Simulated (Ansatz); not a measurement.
# C2H5BSi: the cost of one run

Program: Ansatz 0.2.0. Level of theory: RKS PBE-D4/def2-TZVP. These are calculated values, not measurements.

## Step 1: The system as given

SMILES `[SiH3]C1=CB1`, 9 atoms, charge 0, spin multiplicity 1.

Atoms are counted from 1 here; the program's logs count them from 0.

Bond lengths: Si1–C2 1.868 Å, Si1–H5 1.505 Å, Si1–H6 1.504 Å, Si1–H7 1.504 Å, C2–C3 1.372 Å, C2–B4 1.501 Å, C3–B4 1.476 Å, C3–H8 1.101 Å, B4–H9 1.202 Å. Angles: C2–Si1–H5 112.0°, C2–Si1–H6 108.7°, C2–Si1–H7 108.5°, H5–Si1–H6 109.4°, H5–Si1–H7 109.3°, H6–Si1–H7 108.8°, Si1–C2–C3 142.6°, Si1–C2–B4 155.7°, C3–C2–B4 61.6°, C2–C3–B4 63.5°, C2–C3–H8 137.4°, B4–C3–H8 159.2°, C2–B4–C3 54.9°, C2–B4–H9 151.1°, C3–B4–H9 154.0°.

Coordinates:

```mol
C2H5BSi
  3D, bonds by distance, orders not assigned

  9  9  0  0  0  0  0  0  0  0999 V2000
   -0.4644    1.1396   -0.8868 Si  0  0
    0.1258   -0.2189    0.2510 C   0  0
    0.2258   -1.5829    0.3608 C   0  0
    0.7421   -0.7910    1.4940 B   0  0
   -1.0881    0.5930   -2.1431 H   0  0
   -1.4740    1.9788   -0.1537 H   0  0
    0.7124    2.0027   -1.2507 H   0  0
   -0.0347   -2.4656   -0.2442 H   0  0
    1.2551   -0.6557    2.5726 H   0  0
  1  2  8  0
  1  5  8  0
  1  6  8  0
  1  7  8  0
  2  3  8  0
  2  4  8  0
  3  4  8  0
  3  8  8  0
  4  9  8  0
M  END
```

This geometry comes from a loose relaxation at PBE in a small basis, which is not shown.

## Step 3: The grid

The axes are (1) bond length Si1–H5: 7 values from 1.227 to 2.244 Å; (2) bond length Si1–H6: 7 values from 1.315 to 1.868 Å.

Nothing else is relaxed (all other coordinates rigid). Energies count from the relaxed molecule at the same level.

(The set-up runs are not shown.)

## Step 4: The run at bond length Si1–H5 = 1.735 Å, bond length Si1–H6 = 1.684 Å

input.yaml

```yaml
crystal:
  periodic: [false, false, false]
  atoms:
    - { symbol: Si, position_ang: [-0.459547, 1.132876, -0.882779] }
    - { symbol: C, position_ang: [0.126869, -0.21681, 0.248902] }
    - { symbol: C, position_ang: [0.216752, -1.574454, 0.364965] }
    - { symbol: B, position_ang: [0.744387, -0.78642, 1.482249] }
    - { symbol: H, position_ang: [-1.160011, 0.503661, -2.340058] }
    - { symbol: H, position_ang: [-1.607243, 2.055073, -0.065342] }
    - { symbol: H, position_ang: [0.706371, 2.001284, -1.228918] }
    - { symbol: H, position_ang: [-0.053703, -2.446214, -0.230969] }
    - { symbol: H, position_ang: [1.260415, -0.651849, 2.543238] }
basis:
  gaussian: { orbitals: def2-TZVP }
hamiltonian:
  xc: pbe
  dispersion: d4
output:
  forces: true
```

The run is started by

```sh
> ansatz run input.yaml --threads 1 --pin off --max-ram 2560MiB --backend cpu --events-out ev --progress --plain --runs-dir out
```

Q: Estimate wall time and peak memory on 1 thread of Intel Xeon at 2.50GHz (Skylake/Cascade Lake), shared host.

About 9.5 s, with a peak of 0.17 GiB.
